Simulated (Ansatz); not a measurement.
# YPt3: the cost of one run

Method: DFT r2SCAN, scalar-relativistic, plane waves, PAW, in Ansatz 0.2.0.

1 further run of the same task is left out (set aside as unsound or not needed).

## (1) Starting point

It takes space group Pm-3m (No. 221, cubic). Conventional cell: a = 4.096 Å, b = 4.096 Å, c = 4.096 Å, α = 90.00°, β = 90.00°, γ = 90.00°. Around Y (site symmetry m-3m) lie 12 Pt at 2.90 Å. Pt (site symmetry 4/mmm) is surrounded by 4 Y at 2.90 Å and 8 Pt at 2.90 Å.

Structure file:

```
CELL_PARAMETERS angstrom
4.09592 0.00000 0.00000
0.00000 4.09592 0.00000
0.00000 0.00000 4.09592
ATOMIC_POSITIONS crystal
Y 0.00000 0.00000 0.00000
Pt 0.00000 0.50000 0.50000
Pt 0.50000 0.00000 0.50000
Pt 0.50000 0.50000 0.00000
```

It is the result of an earlier relaxation at this level (volume 17.18 Å³/atom; gap on the mesh: none (metal)).

## (2) Electronic structure at the relaxed geometry

Contents of input.yaml:

```yaml
crystal:
  lattice:
    - [4.0959199535, 0.0, 0.0]
    - [0.0, 4.0959199535, 0.0]
    - [0.0, 0.0, 4.0959199535]
  atoms:
    - { symbol: "Y", position: [0.0, 0.0, 0.0] }
    - { symbol: Pt, position: [0.0, 0.5, 0.5] }
    - { symbol: Pt, position: [0.5, 0.0, 0.5] }
    - { symbol: Pt, position: [0.5, 0.5, 0.0] }
basis:
  ecutwfc: 500
kpoints:
  mp_grid: { grid: [10, 10, 10] }
  band_path:
    path:
      - [[0.0, 0.0, 0.0], [0.0, 0.5, 0.0], [0.5, 0.5, 0.0], [0.0, 0.0, 0.0], [0.5, 0.5, 0.5], [0.0, 0.5, 0.0]]
      - [[0.5, 0.5, 0.5], [0.5, 0.5, 0.0]]
    npoints: 14
hamiltonian:
  xc: r2scan
scf:
  occupations: { method: gaussian, width: 0.1 }
  n_extra_bands: 10
output:
  forces: true
  stress: true
  eigenvalues: true
  populations: true
  dos: { projected: true, de: 0.02, nscf_kmesh: { grid: [15, 15, 15] } }
  bader: true
  write_density: true
  write_potential: true
  elf: true
  volumetric_format: npy
```

The run is started by

```
> ansatz run input.yaml --threads 1 --pin off --max-ram 2560MiB --backend cpu --events-out ev --progress --plain --runs-dir out
```

What time and memory should one allow on 1 thread of Arm Neoverse V1, shared host?

About 75 s, with a peak of 0.59 GiB.
